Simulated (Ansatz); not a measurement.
# Mo2Se2S: the cost of one run

Computed with Ansatz 0.2.0 (DFT PBE, scalar-relativistic, plane waves, PAW, unless a step names another level, unless a step's input says otherwise).

10 further runs of the same task are left out: 8 that didn't finish, 2 set aside as unsound or not needed. Runs told in other sessions of the task aren't counted.

## (1) The structure to begin with

The structure is monoclinic, space group P2_1/m (No. 11). Conventional cell: a = 6.447 Å, b = 3.293 Å, c = 8.978 Å, α = 90.00°, β = 104.96°, γ = 90.00°. Mo (site symmetry m) has 5 Se at 2.46 to 2.72 Å and 1 S at 2.58 Å in its first shell of neighbours. Mo (site symmetry m) has 3 S at 2.35 to 2.39 Å and 3 Se at 2.69 to 2.89 Å and 2 Mo at 2.85 Å in its first shell of neighbours. Se (site symmetry m) has 3 Mo at 2.46 to 2.50 Å in its first shell of neighbours. Se (site symmetry m) has 5 Mo at 2.69 to 2.89 Å in its first shell of neighbours. S (site symmetry m) is surrounded by 4 Mo at 2.35 to 2.58 Å.

Coordinates:

```cif
data_structure
_symmetry_space_group_name_H-M 'P2_1/m'
_symmetry_Int_Tables_number 11
_cell_length_a 6.4470
_cell_length_b 3.2932
_cell_length_c 8.9783
_cell_angle_alpha 90.000
_cell_angle_beta 104.956
_cell_angle_gamma 90.000
_cell_volume 184.17
loop_
_atom_site_label
_atom_site_type_symbol
_atom_site_symmetry_multiplicity
_atom_site_Wyckoff_symbol
_atom_site_fract_x
_atom_site_fract_y
_atom_site_fract_z
_atom_site_occupancy
Mo1 Mo 2 e 0.11212 0.75000 0.62479 1
Mo2 Mo 2 e 0.32495 0.75000 0.01190 1
Se1 Se 2 e 0.27966 0.25000 0.48140 1
Se2 Se 2 e 0.02519 0.25000 0.84242 1
S1 S 2 e 0.49222 0.75000 0.80861 1
```

It came out lowest among 15 distinct ends of the trial cells. At a tolerance of 0.05 Å it has space group P2_1/m (No. 11).

## (2) Relaxing to 0.001 eV/Å, on the response runs' mesh and smearing

Input file input.yaml:

```yaml
crystal:
  lattice:
    - [6.447027824, 0.0, 0.0157901885]
    - [0.0, 3.2932175592, 0.0]
    - [-2.3383117105, 0.0, 8.6684696808]
  atoms:
    - { symbol: Mo, position: [0.1121166316, 0.75, 0.6247908382] }
    - { symbol: Mo, position: [0.8878833684, 0.25, 0.3752091618] }
    - { symbol: Mo, position: [0.3249508433, 0.75, 0.0119003755] }
    - { symbol: Mo, position: [0.6750491567, 0.25, 0.9880996245] }
    - { symbol: Se, position: [0.2796638719, 0.25, 0.4813980558] }
    - { symbol: Se, position: [0.7203361281, 0.75, 0.5186019442] }
    - { symbol: Se, position: [0.025193548, 0.25, 0.8424232583] }
    - { symbol: Se, position: [0.974806452, 0.75, 0.1575767417] }
    - { symbol: S, position: [0.4922209173, 0.75, 0.8086096841] }
    - { symbol: S, position: [0.5077790827, 0.25, 0.1913903159] }
basis:
  ecutwfc: 420
kpoints:
  mp_grid: { grid: [6, 10, 4] }
hamiltonian:
  xc: pbe
scf:
  occupations: { method: gaussian, width: 0.1 }
output:
  forces: true
  stress: true
  eigenvalues: true
relax:
  adjacent_minimum: "off"
  f_tol: 0.001
  max_steps: 60
  cell: { stress_tol: 0.01 }
```

The run is started by

```sh
$ ansatz run input.yaml --threads 3 --pin off --max-ram 7680MiB --backend cpu --events-out ev --progress --plain --runs-dir out
```

What time and memory should one allow on 3 threads of AMD EPYC 9R45 (Zen 5), shared host?

About 31 s, with a peak of 1.2 GiB.
